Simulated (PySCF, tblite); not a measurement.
# C₇H₈S: a rotation path, then NMR shifts on frames, part 2 of 2

tblite 0.8.0 and PySCF 2.14.0. Atoms count from 0.

### Step 5. Nuclear shieldings: image 4, PBE0/pcSseg-1

The job: settings as JSON, then the geometry in Å.

```
{"job": {"kind": "nmr", "xc": "PBE0", "basis": "pcSseg-1", "pop": false}, "charge": 0, "multiplicity": 1}
C      2.637700    -0.093800     0.258000
S      1.791800     0.061800    -1.350000
C      0.146600     0.287400    -0.761000
C     -0.592700     1.344000    -0.425900
C     -1.787100     0.505900    -0.028000
C     -1.716000    -0.034700     1.383800
C     -0.977300    -1.088100     1.049800
C     -0.925100    -0.731300    -0.417700
H      2.231000    -0.937300     0.807300
H      2.512100     0.826600     0.820000
H      3.686100    -0.260700     0.034100
H     -0.419600     2.401700    -0.382300
H     -2.755400     0.732300    -0.458200
H     -2.116500     0.359900     2.298500
H     -0.521600    -1.897000     1.589600
H     -1.201800    -1.467600    -1.162000
```

With the program's defaults for keys left out, this is: GIAO PBE0/pcSseg-1 NMR shielding, non-relativistic, gas phase.

Log:

```text
coarse grid: 14192 points
cycle   1  E = -669.0174728908  dE =  1.394e+00  |g| = 3.490e-01  |ddm| = 3.836e+00
cycle   2  E = -669.0201398373  dE = -2.667e-03  |g| = 3.542e-01  |ddm| = 7.582e-01
cycle   3  E = -669.0508985059  dE = -3.076e-02  |g| = 5.823e-02  |ddm| = 3.821e-01
cycle   4  E = -669.0515721845  dE = -6.737e-04  |g| = 2.938e-02  |ddm| = 1.011e-01
cycle   5  E = -669.0517474390  dE = -1.753e-04  |g| = 1.394e-02  |ddm| = 3.872e-02
cycle   6  E = -669.0517942238  dE = -4.678e-05  |g| = 3.048e-03  |ddm| = 1.586e-02
cycle   7  E = -669.0517962260  dE = -2.002e-06  |g| = 7.831e-04  |ddm| = 3.239e-03
final grid: 133184 points
cycle   8  E = -669.1045288573  dE = -3.352e-05  |g| = 9.461e-03  |ddm| = 4.059e-02
cycle   9  E = -669.1045144525  dE =  1.440e-05  |g| = 1.220e-02  |ddm| = 2.117e-02
cycle  10  E = -669.1045514417  dE = -3.699e-05  |g| = 7.039e-04  |ddm| = 1.258e-02
cycle  11  E = -669.1045515477  dE = -1.060e-07  |g| = 2.461e-04  |ddm| = 9.007e-04
cycle  12  E = -669.1045515602  dE = -1.256e-08  |g| = 9.320e-05  |ddm| = 2.887e-04
cycle  13  E = -669.1045515622  dE = -1.982e-09  |g| = 3.349e-05  |ddm| = 1.146e-04
cycle  14  E = -669.1045515624  dE = -2.456e-10  |g| = 1.231e-05  |ddm| = 3.883e-05
converged SCF energy = -669.1045515624

GIAO shielding tensors (ppm)
atom      isotropic    diamagn.    paramagn.     s11        s22        s33       span
  0 C      163.310     249.258     -85.948    140.405    163.472    186.053     45.647
  1 S      539.664    1055.246    -515.582    410.018    448.899    760.075    350.057
  2 C       22.545     255.928    -233.383    -87.427     17.466    137.596    225.022
  3 C       24.765     250.254    -225.489    -90.905     18.925    146.275    237.181
  4 C      136.844     257.407    -120.562    110.400    145.489    154.644     44.244
  5 C       35.129     253.837    -218.708    -81.669     28.104    158.953    240.622
  6 C       32.206     251.370    -219.164    -82.761     19.318    160.061    242.823
  7 C      126.846     246.011    -119.165    104.664    129.000    146.875     42.211
  8 H       29.129      30.113      -0.984     23.764     28.540     35.082     11.318
  9 H       29.670      29.557       0.113     25.050     27.744     36.216     11.166
 10 H       29.909      28.068       1.840     25.376     26.655     37.695     12.319
 11 H       24.550      32.743      -8.193     21.646     24.425     27.580      5.935
 12 H       27.741      31.740      -4.000     25.637     26.256     31.330      5.693
 13 H       24.894      31.610      -6.716     23.036     24.855     26.793      3.757
 14 H       24.689      31.077      -6.388     22.234     25.225     26.608      4.374
 15 H       27.748      30.598      -2.850     25.740     26.899     30.604      4.863
```

It took 61 s on 1 thread, shared host.

In short: δ C2 164.4, C3 162.2, C6 154.7, C5 151.8, H11 7.17, H14 7.03 ppm.

### Step 6. Shielding tensors: image 6, PBE0/pcSseg-1

The job: settings as JSON, then the geometry in Å.

```
{"job": {"kind": "nmr", "xc": "PBE0", "basis": "pcSseg-1", "pop": false}, "charge": 0, "multiplicity": 1}
C      2.545500    -0.414400     0.161400
S      1.862800     0.704700    -1.102900
C      0.180500     0.596100    -0.657900
C     -0.815900     1.472700    -0.518900
C     -1.813600     0.417800    -0.095500
C     -1.752000     0.066200     1.374800
C     -0.768600    -0.816300     1.226200
C     -0.655500    -0.610300    -0.264600
H      2.109500    -1.403600     0.062300
H      2.334800     0.002800     1.141500
H      3.615900    -0.454500    -0.008900
H     -0.894700     2.536900    -0.614600
H     -2.764200     0.350300    -0.611800
H     -2.307300     0.454200     2.207800
H     -0.196200    -1.433600     1.893900
H     -0.688600    -1.460100    -0.936700
```

With the program's defaults for keys left out, this is: GIAO PBE0/pcSseg-1 NMR shielding, non-relativistic, gas phase.

Log:

```text
coarse grid: 14192 points
cycle   1  E = -669.0197487983  dE =  1.415e+00  |g| = 3.579e-01  |ddm| = 3.847e+00
cycle   2  E = -669.0178950311  dE =  1.854e-03  |g| = 3.846e-01  |ddm| = 8.089e-01
cycle   3  E = -669.0539000446  dE = -3.601e-02  |g| = 7.734e-02  |ddm| = 4.443e-01
cycle   4  E = -669.0550888394  dE = -1.189e-03  |g| = 4.171e-02  |ddm| = 1.266e-01
cycle   5  E = -669.0554845098  dE = -3.957e-04  |g| = 1.418e-02  |ddm| = 4.935e-02
cycle   6  E = -669.0555333486  dE = -4.884e-05  |g| = 2.923e-03  |ddm| = 1.844e-02
cycle   7  E = -669.0555350972  dE = -1.749e-06  |g| = 9.348e-04  |ddm| = 3.231e-03
final grid: 133184 points
cycle   8  E = -669.1081539815  dE = -3.430e-05  |g| = 9.546e-03  |ddm| = 4.667e-02
cycle   9  E = -669.1081374708  dE =  1.651e-05  |g| = 1.258e-02  |ddm| = 2.235e-02
cycle  10  E = -669.1081770669  dE = -3.960e-05  |g| = 6.880e-04  |ddm| = 1.343e-02
cycle  11  E = -669.1081771719  dE = -1.050e-07  |g| = 2.449e-04  |ddm| = 9.902e-04
cycle  12  E = -669.1081771847  dE = -1.276e-08  |g| = 9.675e-05  |ddm| = 3.162e-04
cycle  13  E = -669.1081771868  dE = -2.101e-09  |g| = 4.001e-05  |ddm| = 1.355e-04
cycle  14  E = -669.1081771871  dE = -3.722e-10  |g| = 1.151e-05  |ddm| = 4.751e-05
converged SCF energy = -669.1081771871

GIAO shielding tensors (ppm)
atom      isotropic    diamagn.    paramagn.     s11        s22        s33       span
  0 C      169.817     250.504     -80.687    159.627    164.059    185.763     26.136
  1 S      504.477    1054.812    -550.335    332.053    467.163    714.216    382.164
  2 C       25.019     257.841    -232.821    -79.652     17.777    136.932    216.583
  3 C       37.626     249.831    -212.205    -67.195     30.910    149.163    216.358
  4 C      136.713     257.295    -120.582    110.474    144.904    154.762     44.287
  5 C       31.984     254.472    -222.488    -80.161     21.633    154.479    234.640
  6 C       34.206     251.360    -217.154    -78.340     23.702    157.255    235.596
  7 C      129.898     244.445    -114.548    101.669    137.773    150.251     48.582
  8 H       29.319      30.727      -1.408     24.840     28.142     34.977     10.137
  9 H       29.503      29.992      -0.489     24.865     27.286     36.359     11.494
 10 H       29.798      28.050       1.748     25.211     26.755     37.428     12.216
 11 H       24.901      32.843      -7.942     23.003     24.575     27.126      4.123
 12 H       27.757      31.829      -4.072     25.456     26.210     31.606      6.149
 13 H       24.843      31.725      -6.882     23.309     24.762     26.458      3.149
 14 H       24.914      31.374      -6.460     22.524     25.362     26.856      4.332
 15 H       27.748      30.317      -2.569     25.672     26.718     30.852      5.180
```

It took 62 s on 1 thread, shared host.

In short: δ C2 161.9, C5 154.9, C6 152.7, C3 149.3, H13 6.87, H11 6.82 ppm.

### Step 7. Nuclear shieldings: image 8, PBE0/pcSseg-1

The job: settings as JSON, then the geometry in Å.

```
{"job": {"kind": "nmr", "xc": "PBE0", "basis": "pcSseg-1", "pop": false}, "charge": 0, "multiplicity": 1}
C      2.588900    -0.586000    -0.117300
S      1.935400     1.056300    -0.552400
C      0.232200     0.737700    -0.403800
C     -0.879200     1.468500    -0.537700
C     -1.789600     0.328600    -0.138900
C     -1.944700     0.150800     1.355900
C     -0.838200    -0.574300     1.486500
C     -0.495800    -0.524100     0.015800
H      2.303700    -1.305400    -0.879300
H      2.210800    -0.879600     0.856400
H      3.669300    -0.490000    -0.085000
H     -1.084500     2.492300    -0.776800
H     -2.610100     0.058400    -0.793700
H     -2.681500     0.536200     2.035000
H     -0.314500    -1.014600     2.314800
H     -0.309500    -1.446100    -0.523400
```

With the program's defaults for keys left out, this is: GIAO PBE0/pcSseg-1 NMR shielding, non-relativistic, gas phase.

Log:

```text
coarse grid: 14192 points
cycle   1  E = -669.0173590339  dE =  1.422e+00  |g| = 3.720e-01  |ddm| = 3.863e+00
cycle   2  E = -669.0090150016  dE =  8.344e-03  |g| = 4.259e-01  |ddm| = 8.591e-01
cycle   3  E = -669.0532609282  dE = -4.425e-02  |g| = 9.441e-02  |ddm| = 5.048e-01
cycle   4  E = -669.0552262925  dE = -1.965e-03  |g| = 4.358e-02  |ddm| = 1.396e-01
cycle   5  E = -669.0556580470  dE = -4.318e-04  |g| = 1.402e-02  |ddm| = 5.153e-02
cycle   6  E = -669.0557057560  dE = -4.771e-05  |g| = 3.184e-03  |ddm| = 1.889e-02
cycle   7  E = -669.0557079205  dE = -2.164e-06  |g| = 9.992e-04  |ddm| = 3.632e-03
final grid: 133184 points
cycle   8  E = -669.1088394657  dE = -3.723e-05  |g| = 1.006e-02  |ddm| = 5.263e-02
cycle   9  E = -669.1088201309  dE =  1.933e-05  |g| = 1.335e-02  |ddm| = 2.401e-02
cycle  10  E = -669.1088651205  dE = -4.499e-05  |g| = 8.603e-04  |ddm| = 1.445e-02
cycle  11  E = -669.1088652894  dE = -1.690e-07  |g| = 3.056e-04  |ddm| = 1.210e-03
cycle  12  E = -669.1088653097  dE = -2.030e-08  |g| = 1.238e-04  |ddm| = 4.186e-04
cycle  13  E = -669.1088653132  dE = -3.456e-09  |g| = 4.557e-05  |ddm| = 1.668e-04
cycle  14  E = -669.1088653137  dE = -4.995e-10  |g| = 1.148e-05  |ddm| = 5.379e-05
converged SCF energy = -669.1088653137

GIAO shielding tensors (ppm)
atom      isotropic    diamagn.    paramagn.     s11        s22        s33       span
  0 C      169.486     250.851     -81.365    155.796    166.505    186.156     30.360
  1 S      491.046    1054.689    -563.642    325.622    447.127    700.390    374.769
  2 C       24.757     259.034    -234.277    -77.744     17.809    134.205    211.949
  3 C       50.836     249.045    -198.209    -52.008     50.991    153.526    205.534
  4 C      136.699     255.639    -118.941    109.807    143.773    156.516     46.708
  5 C       31.938     255.128    -223.190    -84.781     23.153    157.442    242.224
  6 C       34.719     251.872    -217.153    -79.320     25.507    157.971    237.291
  7 C      133.179     243.643    -110.464    105.374    144.932    149.229     43.855
  8 H       29.219      30.178      -0.959     24.696     27.250     35.710     11.014
  9 H       29.249      30.911      -1.661     23.895     28.345     35.508     11.613
 10 H       29.797      27.858       1.939     25.079     26.738     37.575     12.496
 11 H       25.473      32.839      -7.365     23.547     24.783     28.090      4.543
 12 H       27.732      31.728      -3.996     25.352     26.332     31.510      6.158
 13 H       24.825      31.660      -6.835     23.150     24.812     26.513      3.363
 14 H       24.863      31.090      -6.227     22.613     25.585     26.390      3.777
 15 H       27.634      30.790      -3.157     24.865     27.692     30.344      5.480
```

It took 61 s on 1 thread, shared host.

In short: δ C2 162.2, C5 155.0, C6 152.2, C3 136.1, H13 6.89, H14 6.85 ppm.

### Step 8. Comparing the runs: NMR shifts

Shifts (ppm) of some atoms, chosen among heavy atoms and hydrogens apart, with basis size and wall time:

| frame | C2 | C3 | C7 | C0 | H11 | H9 | S1 | functions | time |
| --- | --- | --- | --- | --- | --- | --- | --- | --- | --- |
| image 0 | 165.5 | 134.5 | 54.3 | 19.9 | 6.14 | 2.34 | 24 | 183 | 89 s |
| image 2 | 166.2 | 150.2 | 57.4 | 24.4 | 6.80 | 2.49 | -12 | 183 | 64 s |
| image 4 | 164.4 | 162.2 | 60.1 | 23.6 | 7.17 | 2.05 | -36 | 183 | 61 s |
| image 6 | 161.9 | 149.3 | 57.0 | 17.1 | 6.82 | 2.21 | -1 | 183 | 62 s |
| image 8 | 162.2 | 136.1 | 53.7 | 17.4 | 6.24 | 2.47 | 13 | 183 | 61 s |

### Step 9. What came out

This closing draws on all 2 parts.

```
                                       quantity                                               value
                                        barrier                  0.181 eV (4.2 kcal/mol) at image 4
                          end to end (GFN2-xTB)                                            0.025 eV
13C shifts against TMS (PBE0/pcSseg-1, image 0)    165.5, 154.7, 152.6, 134.5, 54.3, 50.5, 19.9 ppm
 1H shifts against TMS (PBE0/pcSseg-1, image 0)  6.97, 6.88, 6.14, 4.01, 3.86, 2.34, 2.26, 2.13 ppm
33S shifts against CS2 (PBE0/pcSseg-1, image 0)                                              24 ppm
          surface potential, 1st and 99th percentile                                  -0.89 V and 0.89 V
                       range of the shift of S1                                       -36 to 24 ppm
```

What this shows: Along the band the dihedral turns by 181°, and the top (dihedral -88°) lies 4.2 kcal/mol above the start (GFN2-xTB, rough), so at room temperature this motion is fast. Ends this close can change order at a higher level. The top was not checked by a frequency run. Shifts at one fixed geometry are not the observed spectrum, which averages over the motion. In the first frame run (image 0): The widest tensor belongs to S1: span 443 ppm, with a paramagnetic part of -577 ppm. In ppm, S1 moves most: its shift spreads over 60 ppm, from -36 (image 4) to 24 (image 0).
